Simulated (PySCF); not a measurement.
# C3H10N2SSi3: vibronic structure

Aim: compute the vibronic structure of C3H10N2SSi3 (`[SiH3][SiH2]N([SiH3])c1cnsc1`).

Computed with PySCF 2.14.0 and routines of our own; the level stands in each step. Atoms count from 0.

## 1. The starting structure

19 atoms, charge 0, multiplicity 1; geometry from: GFN2-xTB.

## 2. Vibronic structure: TDA BHandHLYP/6-31G*

What the job is given:

```
{"job": {"kind": "vib", "xc": "BHandHLYP", "basis": "6-31G*", "tda": true}, "charge": 0, "multiplicity": 1}
Si     2.603883     0.224612    -1.157373
Si     1.222485     1.013051     0.520978
N     -0.172766    -0.049075     0.706828
Si    -0.285149    -1.292438     1.925187
C     -1.222255     0.085390    -0.180493
C     -1.150304     0.710052    -1.454752
N     -2.247612     0.729759    -2.159194
S     -3.467909     0.000343    -1.361137
C     -2.505676    -0.367790     0.008414
H      2.904583     1.272091    -2.140685
H      3.896055    -0.235223    -0.637309
H      2.034465    -0.899909    -1.909983
H      1.815915     1.029703     1.861778
H      0.654084     2.353953     0.312488
H      1.070884    -1.467804     2.430021
H     -1.200339    -0.876464     2.991816
H     -0.771912    -2.501801     1.261007
H     -0.264463     1.150703    -1.880150
H     -2.923771    -0.869902     0.855096
```

With the program's defaults for keys left out, this is: TDA BHandHLYP/6-31G* vertical-gradient vibronic structure (displaced harmonic oscillators, Condon), gas phase.

On the command line:

```sh
$ OMP_NUM_THREADS=1 python excited_run.py task.json out
```

One launch serves the whole session: the jobs run in the order shown.

What it wrote:

```text
final grid: 76056 points
cycle   1  E = -1496.2234518097  dE =  1.516e+00  |g| = 3.995e-01  |ddm| = 4.346e+00
cycle   2  E = -1496.2446117072  dE = -2.116e-02  |g| = 3.550e-01  |ddm| = 7.778e-01
cycle   3  E = -1496.2709113745  dE = -2.630e-02  |g| = 1.013e-01  |ddm| = 3.927e-01
cycle   4  E = -1496.2730950241  dE = -2.184e-03  |g| = 4.043e-02  |ddm| = 1.197e-01
cycle   5  E = -1496.2734845686  dE = -3.895e-04  |g| = 9.719e-03  |ddm| = 4.961e-02
cycle   6  E = -1496.2735137877  dE = -2.922e-05  |g| = 2.997e-03  |ddm| = 1.558e-02
cycle   7  E = -1496.2735165073  dE = -2.720e-06  |g| = 1.384e-03  |ddm| = 4.706e-03
cycle   8  E = -1496.2735171725  dE = -6.651e-07  |g| = 5.456e-04  |ddm| = 2.121e-03
cycle   9  E = -1496.2735172864  dE = -1.140e-07  |g| = 2.079e-04  |ddm| = 1.074e-03
cycle  10  E = -1496.2735173010  dE = -1.456e-08  |g| = 6.542e-05  |ddm| = 3.909e-04
cycle  11  E = -1496.2735173026  dE = -1.574e-09  |g| = 1.693e-05  |ddm| = 1.150e-04
cycle  12  E = -1496.2735173027  dE = -9.231e-11  |g| = 6.225e-06  |ddm| = 3.535e-05
converged SCF energy = -1496.2735173027

Singlet excitations (eV, f): 5.226 (0.0196)  5.461 (0.1762)  5.931 (0.0048)  6.035 (0.0157)  6.172 (0.0018)  6.578 (0.0134)

State S1  5.2261 eV  f = 0.01962  H->L 0.50, H->L+1 0.42
  relaxed dipole 5.703 D, largest gradient of the excitation energy 0.0750 Eh/bohr
  mode    cm-1        S   lambda/meV  Raman
   29    804.8    1.0699     106.8   0.670
   26    777.1    0.9921      95.6   0.579
   41   1556.1    0.4275      82.5   1.000
   23    702.2    0.9133      79.5   0.435
   22    699.1    0.8630      74.8   0.408
   28    803.4    0.6194      61.7   0.386
   33    841.0    0.4781      49.9   0.327
   25    776.3    0.5033      48.4   0.293
   14    459.5    0.5902      33.6   0.120
   37   1130.7    0.1692      23.7   0.209
   27    790.3    0.1702      16.7   0.103
   40   1431.6    0.0900      16.0   0.178
  reorganisation energy 0.8304 eV, total S 10.501, 0-0 4.3957 eV
  absorption maximum 5.184 eV, width 0.714 eV

State S2  5.4607 eV  f = 0.17624  H->L+1 0.49, H->L 0.42
  relaxed dipole 5.149 D, largest gradient of the excitation energy 0.0481 Eh/bohr
  mode    cm-1        S   lambda/meV  Raman
    3     59.3   15.0753     110.8   0.074
   40   1431.6    0.3484      61.8   1.000
   29    804.8    0.4523      45.1   0.410
   24    768.1    0.4131      39.3   0.341
   39   1353.2    0.1527      25.6   0.392
   25    776.3    0.2273      21.9   0.192
   22    699.1    0.1986      17.2   0.136
   41   1556.1    0.0866      16.7   0.294
   34    876.4    0.1316      14.3   0.142
   31    817.3    0.1185      12.0   0.111
   13    454.1    0.1999      11.3   0.058
   32    831.8    0.1008      10.4   0.098
  reorganisation energy 0.4409 eV, total S 18.441, 0-0 5.0199 eV

State S4  6.0351 eV  f = 0.01573  H-2->L 0.30, H-3->L 0.26, H-3->L+1 0.15
  relaxed dipole 1.954 D, largest gradient of the excitation energy 0.0965 Eh/bohr
  mode    cm-1        S   lambda/meV  Raman
   21    645.7    3.6751     294.2   1.000
   40   1431.6    0.2191      38.9   0.293
   34    876.4    0.3372      36.6   0.169
   36   1015.9    0.2824      35.6   0.190
   24    768.1    0.3619      34.5   0.139
   38   1189.6    0.2084      30.7   0.192
   20    617.9    0.3939      30.2   0.098
   13    454.1    0.4984      28.1   0.067
   37   1130.7    0.1864      26.1   0.155
   25    776.3    0.2336      22.5   0.092
   32    831.8    0.1994      20.6   0.090
   41   1556.1    0.1004      19.4   0.159
  reorganisation energy 0.6932 eV, total S 8.606, 0-0 5.3418 eV
  absorption maximum 5.996 eV, width 0.630 eV

State T1  3.5692 eV  f = 0.00000  H->L 0.50, H->L+1 0.24
  relaxed dipole 4.911 D, largest gradient of the excitation energy 0.1150 Eh/bohr
  mode    cm-1        S   lambda/meV  Raman
   39   1353.2    1.3102     219.8   1.000
   40   1431.6    0.7185     127.5   0.614
   41   1556.1    0.4829      93.2   0.487
   24    768.1    0.4264      40.6   0.105
   21    645.7    0.4585      36.7   0.080
   25    776.3    0.2641      25.4   0.066
   29    804.8    0.2479      24.7   0.067
   32    831.8    0.1328      13.7   0.038
   34    876.4    0.1185      12.9   0.038
    3     59.3    1.7300      12.7   0.003
   31    817.3    0.0644       6.5   0.018
   20    617.9    0.0776       5.9   0.012
  reorganisation energy 0.6551 eV, total S 6.676, 0-0 2.9141 eV
  absorption maximum 3.468 eV, width 0.740 eV
```

It took 49 s on 1 thread of Arm Neoverse V2, shared host; peak memory 1.1 GiB.

## 3. Vibronic structure (C3H10N2SSi3−): B97-2/3-21G

The job, as its differences from that of step 2:

```diff
@@ -1,2 +1,2 @@
-{"job": {"kind": "vib", "xc": "BHandHLYP", "basis": "6-31G*", "tda": true}, "charge": 0, "multiplicity": 1}
+{"job": {"kind": "vib", "xc": "B97-2", "basis": "3-21G", "tda": true, "fwhm_ev": 0.15, "grid": 2, "scf": {"max_cycle": 88}, "maxiter": 30}, "charge": -1, "multiplicity": 1}
 Si     2.603883     0.224612    -1.157373
```

Method: B97-2/3-21G.

What it wrote:

```text
RuntimeError: Electron number 101 and spin 0 are not consistent
Note mol.spin = 2S = Nalpha - Nbeta, not 2S+1
```

It took 0.03 s on 1 thread of Arm Neoverse V2, shared host.

Diagnosis: Charge and multiplicity don't fit the number of electrons: an even count needs an odd multiplicity, and the reverse. Cure: mend the charge or the multiplicity.

## 4. What came out

| quantity | value |
| --- | --- |
| S1: vertical, reorganisation, 0-0, total S (step 2, TDA BHandHLYP/6-31G*, modes from GFN2-xTB) | 5.23, 0.83, 4.40 eV; 10.5 |
| S2: vertical, reorganisation, 0-0, total S (step 2, TDA BHandHLYP/6-31G*, modes from GFN2-xTB) | 5.46, 0.44, 5.02 eV; 18.4 |
| S4: vertical, reorganisation, 0-0, total S (step 2, TDA BHandHLYP/6-31G*, modes from GFN2-xTB) | 6.04, 0.69, 5.34 eV; 8.6 |
| runs | 1 failed, 0 ended on unsound input |

What this shows: In step 2 the harmonic model is doubtful. Where the total S runs above about 15, the geometry moves far on excitation and the harmonic model is stretched, so its 0-0 value is in doubt. The vibronic model keeps the ground-state modes (from xTB) and shifts them along the gradient alone, so it can miss much of the relaxation that a full optimisation finds.
